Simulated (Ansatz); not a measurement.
# CH4ClFSSn: up Jacob's ladder to CCSD(T)

One table from this session's results is given with a row withheld; the runs are named, their logs left out.

Computed with Ansatz 0.2.0, Gaussian basis. Level: functionals in def2-TZVPP, the program's frozen cores in correlated methods.

Plan: LDA (SPW92), PBE-D4, revPBE-D4, BLYP-D4, r2SCAN-D4, B97M-V, PBE0-D4, B3LYP-D4, r2SCANh-D4, r2SCAN0-D4, HSE06-D4, BHLYP-D4, CAM-B3LYP-D4, LC-ωPBE, ωB97X-V, ωB97M-V, B2PLYP, PBE-QIDH; CCSD(T)/def2-SVP; CCSD(T)/def2-TZVPP; MP2/def2-QZVPP; extrapolation to the limit; RPA on PBE.

## Structure used throughout

An earlier PBE0-D4 in a triple-zeta def2 set relaxation fixed the geometry. Sn takes the def2 core potential; no spin-orbit term is included.

9 atoms, charge 0, spin multiplicity 1.

Atoms are counted from 1 here; the program's logs count them from 0.

Bond lengths: C1–S2 1.821 Å, C1–H6 1.090 Å, C1–H7 1.089 Å, C1–H8 1.089 Å, S2–Sn3 2.357 Å, Sn3–F4 1.916 Å, Sn3–Cl5 2.316 Å, Sn3–H9 1.694 Å. Angles: S2–C1–H6 105.6°, S2–C1–H7 111.1°, S2–C1–H8 111.1°, H6–C1–H7 109.3°, H6–C1–H8 109.1°, H7–C1–H8 110.5°, C1–S2–Sn3 99.1°, S2–Sn3–F4 107.4°, S2–Sn3–Cl5 109.5°, S2–Sn3–H9 117.5°, F4–Sn3–Cl5 101.7°, F4–Sn3–H9 107.9°, Cl5–Sn3–H9 111.5°.

Set-up of the first run:

Input file in.yaml:

```yaml
crystal:
  periodic: [false, false, false]
  atoms:
    - {symbol: C, position_ang: [0.554535, -1.287859, -0.829346]}
    - {symbol: S, position_ang: [1.112158, -0.671387, 0.790760]}
    - {symbol: Sn, position_ang: [-0.350518, 1.162878, 1.013217]}
    - {symbol: F, position_ang: [-2.138598, 0.476158, 0.979323]}
    - {symbol: Cl, position_ang: [-0.296591, 2.433449, -0.922072]}
    - {symbol: H, position_ang: [1.207143, -2.128244, -1.064399]}
    - {symbol: H, position_ang: [-0.475797, -1.635717, -0.781972]}
    - {symbol: H, position_ang: [0.664803, -0.524332, -1.597856]}
    - {symbol: H, position_ang: [-0.188635, 2.128653, 2.395247]}
basis:
  gaussian: {orbitals: def2-TZVPP}
hamiltonian: {xc: lda}
output: {orbitals: {seedname: orbitals}}
```

Among the steps run: LDA; PBE-D4 (GGA); revPBE-D4 (GGA); BLYP-D4 (GGA); r2SCAN-D4 (meta-GGA); B97M-V (meta-GGA); PBE0-D4 (hybrid); B3LYP-D4 (hybrid); r2SCANh-D4 (hybrid); r2SCAN0-D4 (hybrid); HSE06-D4 (hybrid); BHLYP-D4 (hybrid); CAM-B3LYP-D4 (range-separated); LC-ωPBE-D4 (range-separated; the results give it without D4); ωB97X-V (range-separated); ωB97M-V (range-separated); B2PLYP (double hybrid); PBE-QIDH (double hybrid).

One table of the session follows, with a row left open; its other results are not shown here.

It belongs to the step «Orbital energies across the functionals». 

| functional | HOMO (eV) | LUMO (eV) | gap (eV) |
| --- | --- | --- | --- |
| LDA (SPW92) | -6.48 | -2.86 | 3.61 |
| PBE-D4 | -6.36 | -2.58 | 3.77 |
| revPBE-D4 | -6.31 | -2.48 | 3.82 |
| BLYP-D4 | -6.20 | -2.53 | 3.67 |
| r2SCAN-D4 | -6.63 | -2.36 | 4.27 |
| B97M-V | -6.72 | -2.32 | 4.40 |
| PBE0-D4 | ? | ? | ? |
| B3LYP-D4 | -7.36 | -1.97 | 5.39 |
| r2SCANh-D4 | -7.09 | -2.03 | 5.06 |
| r2SCAN0-D4 | -7.78 | -1.53 | 6.25 |
| HSE06-D4 | -7.20 | -2.03 | 5.17 |
| BHLYP-D4 | -8.71 | -0.69 | 8.02 |
| CAM-B3LYP-D4 | -8.93 | -0.67 | 8.27 |
| LC-ωPBE | -10.33 | 0.58 | 10.91 |
| ωB97X-V | -9.97 | 0.46 | 10.43 |
| ωB97M-V | -9.80 | 0.31 | 10.12 |

**Question.** Estimate the row for PBE0-D4.

As computed: HOMO (eV): -7.60; LUMO (eV): -1.66; gap (eV): 5.94. In the column «HOMO (eV)» it lies between r2SCAN0-D4 (-7.78) and B3LYP-D4 (-7.36).
